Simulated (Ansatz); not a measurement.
# InH₂F: vertical ionisation energy

Aim: the vertical ionisation energy of InH₂F, as cation minus neutral at the neutral's geometry, on several levels, and how well −ε(HOMO) stands in for it.

The runs use Ansatz 0.2.0, Gaussian basis; unrestricted cation, the program's frozen cores in correlated methods.

Plan: UKS PBE-D4/def2-TZVPP; UKS r2SCAN-D4/def2-TZVPP; UKS PBE0-D4/def2-TZVPP; UKS B3LYP-D4/def2-TZVPP; UKS wB97X-V/def2-TZVPP; UKS wB97M-V/def2-TZVPP; UKS B2PLYP/def2-TZVPP; UHF-CCSD(T)/def2-TZVPP; UHF-MP2/def2-QZVPP; extrapolation to the limit; then −ε(HOMO) from the neutral's earlier runs with LDA (SPW92), PBE-D4, revPBE-D4, BLYP-D4, r2SCAN-D4, B97M-V, PBE0-D4, B3LYP-D4, r2SCANh-D4, r2SCAN0-D4, HSE06-D4, BHLYP-D4, CAM-B3LYP-D4, LC-ωPBE, ωB97X-V, ωB97M-V.

## Step 1: The geometry

An earlier PBE0-D4 in a triple-zeta def2 set relaxation fixed the geometry. In takes the def2 core potential; no spin-orbit term is included.

SMILES `[F][InH2]`, 4 atoms, charge 0, spin multiplicity 1.

Atoms are counted from 1 here; the program's logs count them from 0.

Bond lengths: F1–In2 1.961 Å, In2–H3 1.702 Å, In2–H4 1.702 Å. Angles: F1–In2–H3 110.4°, F1–In2–H4 110.4°, H3–In2–H4 139.2°.

Geometry (Å):

```xyz
4
charge 0, multiplicity 1
F    -1.6318   -0.6294    0.1886
In    0.1944    0.0523   -0.0263
H     1.3043   -0.9651    0.7679
H     0.1886    1.4819   -0.9504
```

## Step 2: Cation, UKS PBE-D4/def2-TZVPP

The input, in.yaml:

```yaml
crystal:
  periodic: [false, false, false]
  atoms:
    - {symbol: F, position_ang: [-1.631792, -0.629380, 0.188604]}
    - {symbol: In, position_ang: [0.194444, 0.052342, -0.026332]}
    - {symbol: H, position_ang: [1.304304, -0.965071, 0.767877]}
    - {symbol: H, position_ang: [0.188643, 1.481908, -0.950449]}
basis:
  gaussian: {orbitals: def2-TZVPP}
total_charge: 1
magnetization: {spin_polarized: true, initial_magnetization: 1}
hamiltonian: {xc: pbe, dispersion: d4}
```

Further steps of the session: Cation, UKS r2SCAN-D4/def2-TZVPP; Cation, UKS PBE0-D4/def2-TZVPP; Cation, UKS B3LYP-D4/def2-TZVPP; Cation, UKS wB97X-V/def2-TZVPP; Cation, UKS wB97M-V/def2-TZVPP; Cation, UKS B2PLYP (frozen core)/def2-TZVPP; Cation, UHF-CCSD(T)/def2-TZVPP; Cation, UHF-MP2/def2-QZVPP.

Before running them: what should the planned runs give, taken together? Wanted: ionisation energy, CCSD(T)/def2-TZVPP; nearest functional by difference; nearest −ε(HOMO); −ε(HOMO) of PBE; T1 of the cation.

**Answer**, as computed:

| quantity | value |
| --- | --- |
| ionisation energy, CCSD(T)/def2-TZVPP | 11.50 eV |
| nearest functional by difference | ωB97X-V (-0.05 eV) |
| nearest −ε(HOMO) | LC-ωPBE (-0.04 eV) |
| −ε(HOMO) of PBE | 7.28 eV |
| T1 of the cation | 0.146 |

What this shows: Energy differences with functionals land within 0.76 eV of the reference. −ε(HOMO) of PBE misses by 4.2 eV, since self-interaction lifts the level. Among orbital estimates LC-ωPBE comes nearest. Hartree-Fock falls 0.75 eV short, as the neutral has more correlation energy than the cation. The cation's T1 (from the report) is 0.146, above the customary mark of 0.045 for open shells, so the coupled-cluster value is less safe. The cation may have settled in a state other than its lowest; no search over hole states beyond the program's own was made. Correlated methods include outer-core shells of In, which these sets cover unevenly. With outer-core shells in play the reference is unsure by up to some tenths of an eV, so close misses can't be ranked.
